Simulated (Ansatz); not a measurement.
Task: harmonic frequencies at the relaxed geometry of F₂GeHI, SMILES [F][GeH]([F])[I], with the Python package of Ansatz (0.2.0). Give the script and its output. Use (for the species named): r2SCAN, def2-SVP basis, multiplicity 1.

```yaml
atoms:
  - { symbol: F, position_ang: [1.7544, -0.4232, -0.4087] }
  - { symbol: Ge, position_ang: [0.0821, -0.0065, 0.1429] }
  - { symbol: F, position_ang: [-0.0247, 1.6858, 0.6079] }
  - { symbol: I, position_ang: [-1.5056, -0.4212, -1.7256] }
  - { symbol: H, position_ang: [-0.2563, -0.9086, 1.3421] }
```

`run_freq.py`
```python
"""Vibrations of F2GeHI."""

import warnings

import ansatz as az
from ase import Atoms
from ase.thermochemistry import IdealGasThermo
import numpy as np

warnings.simplefilter("ignore", az.DeckWarning)

atoms = Atoms(["F", "Ge", "F", "I", "H"], positions=[
    [1.7544, -0.4232, -0.4087],
    [0.0821, -0.0065, 0.1429],
    [-0.0247, 1.6858, 0.6079],
    [-1.5056, -0.4212, -1.7256],
    [-0.2563, -0.9086, 1.3421],
])
mol = az.Crystal.molecule_from_ase(atoms)

calculation = mol.calculation().basis(gaussian="def2-SVP").functional("r2scan")
symbols = [site.symbol for site in mol.cartesian_sites]
start = np.array([site.position_ang for site in mol.cartesian_sites], dtype=float)
data = calculation.relax(force_tolerance=0.003, max_steps=100).run().report
end = np.array(data["positions_ang"])

print("bond        before    after (A)")
for i, j in [(0, 1), (1, 2), (1, 3), (1, 4)]:
    d0, d1 = (np.linalg.norm(xyz[i] - xyz[j]) for xyz in (start, end))
    print(f"{symbols[i]}{i}-{symbols[j]}{j}".ljust(10), f"{d0:8.4f} {d1:8.4f}")

# frequencies need a stationary point, so they are taken at the relaxed geometry
minimum = az.Crystal.molecule()
for symbol, xyz in zip(symbols, end):
    minimum = minimum.atom(symbol, xyz.tolist())
vibrating = (
    minimum.calculation()
    .basis(gaussian="def2-SVP")
    .functional("r2scan")
    .phonons(temperatures=(100, 500, 100))
)
vib = vibrating.run().report["vibrations"]
sums = vib["harmonic_sums"]
modes = [m["omega_inv_cm"] for m in sums["modes_at_gamma"] if m["rigid_motion"] == "no"]
for number, w in enumerate(modes, start=1):
    print(f"mode {number:2d} {w:9.1f} 1/cm {w / 8065.544 * 1000:8.2f} meV")
print("imaginary modes:", sum(w < 0 for w in modes), " zero-point energy:", round(sums["zero_point_energy_ev"], 4), "eV")
# rigid rotor and ideal gas, symmetry number taken as one
gas = IdealGasThermo(vib_energies=[w / 8065.544 for w in modes if w > 0], geometry="linear" if len(modes) == 3 * len(symbols) - 5 else "nonlinear",
                     atoms=Atoms(symbols, positions=end), symmetrynumber=1, spin=0.0)
print(f"H(298 K) - E = {gas.get_enthalpy(298.15, verbose=False):.4f} eV")
print(f"S(298 K, 1 bar) = {96485.33 * gas.get_entropy(298.15, 1e5, verbose=False):.1f} J/(mol K) with symmetry number 1")
```

```console
$ python run_freq.py
bond        before    after (A)
F0-Ge1       1.8096   1.7259
Ge1-F2       1.7583   1.7259
Ge1-I3       2.4868   2.4786
Ge1-H4       1.5383   1.5248
mode  1     141.8 1/cm    17.58 meV
mode  2     173.1 1/cm    21.46 meV
mode  3     241.9 1/cm    29.99 meV
mode  4     278.3 1/cm    34.50 meV
mode  5     695.1 1/cm    86.19 meV
mode  6     711.4 1/cm    88.20 meV
mode  7     729.5 1/cm    90.44 meV
mode  8     745.7 1/cm    92.46 meV
mode  9    2209.1 1/cm   273.90 meV
imaginary modes: 0  zero-point energy: 0.3674 eV
H(298 K) - E = 0.5416 eV
S(298 K, 1 bar) = 336.2 J/(mol K) with symmetry number 1
```

Reading the output:
- The frequencies are harmonic and unscaled, in a modest basis. The result belongs to the one conformer reached from this start, and soft torsions count as harmonic oscillators.
- def2 sets replace the cores of elements past krypton by effective core potentials.
- The entropy takes a symmetry number of 1; a symmetric molecule's is lower by R ln(sigma).
- Finished in 2.1 min on 1 thread of Arm Neoverse V2, with other jobs on the host, peak memory 0.27 GiB.

(A comment or docstring line of the script was reworded after the run, the code is as it ran; lines on the test bed's own set-up are left out of the output.)
